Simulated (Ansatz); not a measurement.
# Ta: the cost of one run

Program: Ansatz 0.2.0. Level of theory: DFT r2SCAN, scalar-relativistic, plane waves, PAW. These are calculated values, not measurements.

**1. The system as given**

It takes space group Fm-3m (No. 225, cubic). The conventional cell has a = 4.220 Å, b = 4.220 Å, c = 4.220 Å, α = 90.00°, β = 90.00°, γ = 90.00°. Ta (site symmetry m-3m) is surrounded by 12 Ta at 2.98 Å.

Structure file:

```
Ta
1.0
     0.00000    2.11000    2.11000
     2.11000    0.00000    2.11000
     2.11000    2.11000    0.00000
Ta
1
Cartesian
  0.0000 0.0000 0.0000
```

The cell is taken as given, not relaxed at this level.

**2. The reference cell**

Reference values: F = -9944.0810 eV; pressure -1.66 GPa; largest force 0.000 eV/Å; gap on the mesh none (metal). It was computed beforehand with the settings of the runs below.

**3. Setting up a tetragonal deformation path**

At fixed volume and fractional coordinates, lengths along (0.000, 0.000, 1.000) are scaled against those across it; ρ is that ratio over its starting value.

**4. At ρ = 0.707**

File input.yaml:

```yaml
crystal:
  lattice:
    - [0.0, 2.3685141521, 1.6745395056]
    - [2.3685141521, 0.0, 1.6745395056]
    - [2.3685141521, 2.3685141521, 0.0]
  atoms:
    - { symbol: Ta, position: [0.0, 0.0, 0.0] }
basis:
  ecutwfc: 500
kpoints:
  mp_grid: { grid: [22, 22, 22] }
hamiltonian:
  xc: r2scan
scf:
  occupations: { method: gaussian, width: 0.15 }
output:
  forces: true
  stress: true
  eigenvalues: true
```

Launch:

```sh
> ansatz run input.yaml --threads 1 --pin off --max-ram 2560MiB --backend cpu --events-out ev --progress --plain --runs-dir out
```

What time and memory should one allow on 1 thread of Intel Xeon at 2.50GHz (Skylake/Cascade Lake), shared host?

About 54 s, with a peak of 0.57 GiB.
